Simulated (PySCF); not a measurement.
# C3H5GaO2: electronic excitations at several levels of theory, part 2 of 2

PySCF 2.14.0. Atoms count from 0. Earlier steps stand in the parts before.

## 10. Excited states and response: PBE0/def2-SVP

Job settings and geometry (Å):

```
{"job": {"kind": "uv", "xc": "PBE0", "basis": "def2-SVP"}, "charge": 0, "multiplicity": 1}
C      1.337617     0.351213    -0.212315
C      1.032634    -0.988705     0.044557
O     -0.110745    -1.482776     0.255667
Ga    -1.796741    -0.478517     0.282704
O     -0.879756     1.215624    -0.103629
C      0.364651     1.353926    -0.267866
H      2.379329     0.626627    -0.376036
H      1.870911    -1.709263     0.069140
H     -2.592643    -0.873978    -1.001764
H     -2.273573    -0.416363     1.768654
H      0.703095     2.385559    -0.477785
```

Level: TDDFT PBE0/def2-SVP, vertical, gas phase, core orbitals frozen in the response.

Standard output:

```text
coarse grid: 45680 points
cycle   1  E = -2191.5024764666  dE =  3.786e-01  |g| = 9.451e-01  |ddm| = 3.559e+00
cycle   2  E = -2191.0972475945  dE =  4.052e-01  |g| = 1.735e+00  |ddm| = 2.293e+00
cycle   3  E = -2191.6501995092  dE = -5.530e-01  |g| = 2.284e-01  |ddm| = 1.757e+00
cycle   4  E = -2191.6609084395  dE = -1.071e-02  |g| = 5.473e-02  |ddm| = 2.567e-01
cycle   5  E = -2191.6614100562  dE = -5.016e-04  |g| = 7.860e-03  |ddm| = 4.192e-02
cycle   6  E = -2191.6614249203  dE = -1.486e-05  |g| = 2.177e-03  |ddm| = 1.062e-02
cycle   7  E = -2191.6614260135  dE = -1.093e-06  |g| = 3.793e-04  |ddm| = 2.486e-03
final grid: 96192 points
cycle   8  E = -2191.6614663590  dE = -5.746e-09  |g| = 5.012e-04  |ddm| = 1.453e-03
cycle   9  E = -2191.6614662804  dE =  7.860e-08  |g| = 8.092e-04  |ddm| = 9.717e-04
cycle  10  E = -2191.6614664060  dE = -1.257e-07  |g| = 1.291e-04  |ddm| = 7.180e-04
cycle  11  E = -2191.6614664097  dE = -3.702e-09  |g| = 1.695e-05  |ddm| = 1.367e-04
cycle  12  E = -2191.6614664098  dE = -5.366e-11  |g| = 6.035e-06  |ddm| = 2.062e-05
converged SCF energy = -2191.6614664098

Static polarisability (au): isotropic 60.670, principal 43.278 65.131 73.603

Singlet excitations
state   eV       nm        f      main configurations
  1   4.4674    277.5   0.00102   H-1->L 0.99
  2   4.4833    276.5   0.07021   H->L 0.93
  3   5.6955    217.7   0.00043   H-3->L 0.92
  4   5.6976    217.6   0.10763   H-2->L 0.93
  5   6.7829    182.8   0.00000   H->L+1 0.96
  6   7.1596    173.2   0.00000   H-4->L 0.91
  7   7.3256    169.2   0.00520   H->L+2 0.94
  8   7.6994    161.0   0.00036   H->L+3 0.94
  9   7.9506    155.9   0.00752   H-1->L+1 0.99
 10   7.9896    155.2   0.00000   H-2->L+1 0.98

Triplet excitations (Tamm-Dancoff, eV): 2.9599 4.0744 5.1744 5.3691
```

Wall time 15 s (1 thread of Arm Neoverse V2, shared host); peak memory 0.63 GiB.

This run: HOMO -7.23 eV, LUMO -2.00 eV; lowest singlet 4.47 eV.

## 11. Ultraviolet spectrum: PBE0/def2-TZVP

The job, as its differences from that of step 10:

```diff
@@ -1,2 +1,2 @@
-{"job": {"kind": "uv", "xc": "PBE0", "basis": "def2-SVP"}, "charge": 0, "multiplicity": 1}
+{"job": {"kind": "uv", "xc": "PBE0", "basis": "def2-TZVP"}, "charge": 0, "multiplicity": 1}
 C      1.337617     0.351213    -0.212315
```

Method: TDDFT PBE0/def2-TZVP, vertical, gas phase, core orbitals frozen in the response.

Standard output:

```text
coarse grid: 45680 points
cycle   1  E = -2192.0220868089  dE =  4.412e-01  |g| = 1.137e+00  |ddm| = 2.680e+00
cycle   2  E = -2191.5516915064  dE =  4.704e-01  |g| = 2.002e+00  |ddm| = 1.986e+00
cycle   3  E = -2192.1892545633  dE = -6.376e-01  |g| = 3.105e-01  |ddm| = 1.532e+00
cycle   4  E = -2192.2068250513  dE = -1.757e-02  |g| = 6.235e-02  |ddm| = 2.167e-01
cycle   5  E = -2192.2072942287  dE = -4.692e-04  |g| = 1.120e-02  |ddm| = 3.592e-02
cycle   6  E = -2192.2073205297  dE = -2.630e-05  |g| = 2.869e-03  |ddm| = 1.005e-02
cycle   7  E = -2192.2073222138  dE = -1.684e-06  |g| = 6.535e-04  |ddm| = 2.905e-03
final grid: 96192 points
cycle   8  E = -2192.2073404695  dE = -7.733e-09  |g| = 9.305e-04  |ddm| = 2.910e-03
cycle   9  E = -2192.2073401847  dE =  2.848e-07  |g| = 1.551e-03  |ddm| = 1.453e-03
cycle  10  E = -2192.2073406249  dE = -4.402e-07  |g| = 2.345e-04  |ddm| = 9.407e-04
cycle  11  E = -2192.2073406351  dE = -1.021e-08  |g| = 2.604e-05  |ddm| = 1.734e-04
cycle  12  E = -2192.2073406352  dE = -9.186e-11  |g| = 8.618e-06  |ddm| = 2.226e-05
converged SCF energy = -2192.2073406352

Static polarisability (au): isotropic 67.990, principal 51.333 73.122 79.516

Singlet excitations
state   eV       nm        f      main configurations
  1   4.3879    282.6   0.07125   H->L 0.94
  2   4.4032    281.6   0.00106   H-1->L 0.99
  3   5.6071    221.1   0.10392   H-2->L 0.94
  4   5.6356    220.0   0.00000   H-3->L 0.93
  5   6.6087    187.6   0.00000   H->L+1 0.97
  6   7.1139    174.3   0.00000   H-4->L 0.92
  7   7.1223    174.1   0.00691   H->L+2 0.94
  8   7.4179    167.1   0.00143   H->L+3 0.94
  9   7.7600    159.8   0.01187   H-1->L+1 0.99
 10   7.7881    159.2   0.00000   H-2->L+1 0.97

Triplet excitations (Tamm-Dancoff, eV): 2.9020 4.0260 5.1155 5.3275
```

Run time: 38 s. Hardware: 1 thread of Arm Neoverse V2, shared host; peak memory 0.93 GiB.

Key values: HOMO -7.26 eV, LUMO -2.09 eV; lowest singlet 4.39 eV.

## 12. Run by run: electronic excitations

Excitations and ground-state properties, with basis size and wall time:

```
                run  lowest singlet (eV)  brightest (eV)      f  gap (eV)  α (Å³)  μ (D)  functions     time
      PBE/def2-SVPD                 3.67            5.06  0.143      3.12   10.90   2.79        184    2 min
    B3LYP/def2-SVPD                 4.23            5.42  0.123      4.71   10.61   2.98        184     96 s
     PBE0/def2-SVPD                 4.33            5.55  0.115      5.11   10.50   2.97        184  1.8 min
BHandHLYP/def2-SVPD                 4.71            4.71  0.136      7.16   10.20   3.19        184     45 s
CAM-B3LYP/def2-SVPD                 4.52            4.52  0.119      7.48   10.49   3.06        184     73 s
  wB97X-D/def2-SVPD                 4.56            4.56  0.119      8.70   10.49   3.02        184     67 s
  LC-wPBE/def2-SVPD                 4.61            4.61  0.146      9.83   10.30   3.04        184     66 s
        PBE0/6-31G*                 4.53            5.86  0.088      5.27    8.74   2.95        112     13 s
      PBE0/def2-SVP                 4.47            5.70  0.108      5.23    8.99   2.95        127     15 s
     PBE0/def2-TZVP                 4.39            5.61  0.104      5.16   10.08   2.92        233     38 s
```

## 13. Results

The summary covers parts 1 to 2.

| quantity | value |
| --- | --- |
| lowest singlet (PBE/def2-SVPD) | 3.67 eV (338 nm), f = 0.015 |
| brightest single state of those computed | state 4, 5.06 eV, f = 0.143 |
| lowest triplet | 2.79 eV |
| vertical ionisation energy (ΔSCF) | 8.97 eV |
| vertical electron affinity (ΔSCF) | 0.22 eV |
| range of the lowest singlet | 3.67 to 4.71 eV |

Single values in the summary come from the first run of each kind that ended normally (PBE/def2-SVPD), which need not be the best level. The first singlet state (HOMO→LUMO 0.74, HOMO−2→LUMO 0.26) lies at 3.67 eV and is weak; of the 10 states computed, the strongest absorption comes from state 4 at 5.06 eV. The lowest triplet lies 0.88 eV below the lowest singlet (triplets in Tamm-Dancoff, singlets in full TDDFT). ΔSCF puts the ionisation energy at 8.97 eV, 2.74 eV above −ε(HOMO). The lowest singlet runs from 3.67 eV (PBE/def2-SVPD) to 4.71 eV (BHandHLYP/def2-SVPD), while the orbital gap spans 3.12 to 9.83 eV. The lowest state need not be the same one in every run.
